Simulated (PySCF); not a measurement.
# HgI2: other functionals and bases at one geometry

One table from this session's results is given with a row withheld; the runs are named, their logs left out.

Method: several levels, as the steps say, no spin–orbit coupling; program: PySCF 2.14.0.

1 further run of the same task is left out (for a known fault of the program).

## Starting geometry

3 atoms, charge 0, spin multiplicity 1.

Bond lengths: Hg1–I2 2.608 Å, Hg1–I3 2.608 Å. Angles: I2–Hg1–I3 179.9°.

Geometry (Å):

```xyz
3
HgI2
Hg    0.0000    0.0000    0.1148
I     2.6082    0.0000    0.1165
I    -2.6082    0.0000    0.1165
```

Formal oxidation states: Hg +2. An earlier session relaxed this geometry at PBE0, Hg def2-SVP with ECP60, I def2-SVP with ECP28 (singlet, point group D∞h).

At PBE0 on the finer grid: E = -748.992490 Eh, HOMO -7.69 eV, LUMO -2.89 eV, Mulliken charge on Hg1 +0.40 e, largest force component 0.005 eV/Å. 

Levels to run: HF; M06-L; PBE0, TZVP. Hardware: 2 threads of Intel Xeon 6975P-C (Granite Rapids), shared host.

The first run:

run.py (the lines that set the calculation)

```python
mol = gto.M(atom='''
Hg     0.00000     0.00000     0.11483
I      2.60822     0.00000     0.11652
I     -2.60822     0.00000     0.11652''',
    basis={'Hg': 'def2-SVP', 'I': 'def2-SVP'},
    ecp={'Hg': 'def2-SVP', 'I': 'def2-SVP'},
    charge=0, spin=0)
mf = scf.RHF(mol)
mf = mf.density_fit()  # fitting sets: Hg def2-universal-JKFIT, I def2-universal-JKFIT
mf.conv_tol = 1e-08; mf.max_cycle = 55
mf.kernel(dm0)  # dm0: the density of the relaxed state
```

Started as:

```console
$ OMP_NUM_THREADS=2 python run.py
```

Among the steps run: HF; M06-L; PBE0, TZVP.

One of the session's tables, all rows but one given; the rest of the session is left out.

```
              level  HOMO (eV)  gap (eV)  charge on Hg1 (e)  largest force component (eV/Å)
PBE0 (relaxed here)      -7.69      4.80               0.40                            0.00
                 HF     -10.12     10.44               0.61                            0.29
              M06-L          ?         ?                  ?                               ?
         PBE0, TZVP      -7.72      4.91               0.53                            0.30
```

Q: Estimate the row for M06-L from the others.

As computed: HOMO (eV): -6.58; gap (eV): 3.31; charge on Hg1 (e): 0.43; largest force component (eV/Å): 0.49. In the column «HOMO (eV)» it is the highest.

In one basis the HOMO–LUMO gap runs from 3.31 eV (M06-L) to 10.44 eV (HF). The largest leftover force, 0.49 eV/Å with M06-L, stands at a geometry relaxed at another level. Total energies of different levels can't be compared.
